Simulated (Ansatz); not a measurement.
**Ge: an axial (c/a) deformation path**

The task here is to estimate one member of a computed series from the others.

Method: DFT PBEsol, scalar-relativistic, plane waves, PAW, in Ansatz 0.2.0.

**The system as given**

Symmetry: Cmmm, No. 65, orthorhombic system. The conventional cell has a = 2.794 Å, b = 5.201 Å, c = 2.698 Å, α = 90.00°, β = 90.00°, γ = 90.00°. Ge (site symmetry mmm) has 8 Ge at 2.70 to 2.95 Å as nearest neighbours.

As a file:

```
Ge
1.0
     1.39715   -2.60052    0.00000
     1.39715    2.60052    0.00000
     0.00000    0.00000    2.69823
Ge
1
Direct
  0.50000 0.50000 0.00000
```

It goes back to an entry of the Materials Project, which need not be the stable form.

No relaxation comes first: the listed cell is the starting point.

Set-up of the first run:

File input.yaml:

```yaml
crystal:
  lattice:
    - [1.397149, -2.600516, 0.0]
    - [1.397149, 2.600516, 0.0]
    - [0.0, 0.0, 2.698231]
  atoms:
    - { symbol: Ge, position: [0.5, 0.5, 0.0] }
basis:
  ecutwfc: 420
kpoints:
  mp_grid: { grid: [22, 22, 20] }
hamiltonian:
  xc: pbesol
scf:
  occupations: { method: gaussian, width: 0.15 }
output:
  forces: true
  stress: true
  eigenvalues: true
  write_density: true
  write_potential: true
  elf: true
  volumetric_format: npy
```

Launch:

```sh
> ansatz run input.yaml --threads 1 --pin off --max-ram 2560MiB --backend cpu --events-out ev --progress --plain --runs-dir out
```

Steps of the session up to this table: The undisturbed cell; At ρ = 0.850; ρ = 1.200; ρ = 0.920; Point ρ = 1.100; Point ρ = 0.960; ρ = 1.050; At ρ = 0.800; At ρ = 1.300.

One table of the session follows, with a row left open; its other results are not shown here.

It belongs to the step «The scan collected». 

| ρ | ΔE (meV/atom) | pressure (GPa) |
| --- | --- | --- |
| 0.800 | 360.5 | 4.1 |
| 0.850 | 181.4 | -0.3 |
| 0.920 | 44.2 | -3.1 |
| 0.960 | 9.7 | -3.9 |
| 1.000 | 0.0 | -4.2 |
| 1.050 | 14.8 | -3.7 |
| 1.100 | ? | ? |
| 1.200 | 167.4 | 0.5 |
| 1.300 | 316.5 | 5.0 |

Q: Estimate the row for ρ = 1.100 from the others.

Worked estimate for «ΔE (meV/atom)». A straight line through the neighbours (1.050, 14.8) and (1.200, 167.4) gives 14.8 + (167.4 − 14.8) × (1.100 − 1.050) / (1.200 − 1.050) = 65.7; a parabola fitted to 4 rows on both sides gives 56.6.

The run gave: ΔE (meV/atom): 52.2; pressure (GPa): -2.7. In «ΔE (meV/atom)» the line misses by +13.5 and the parabola by +4.4.
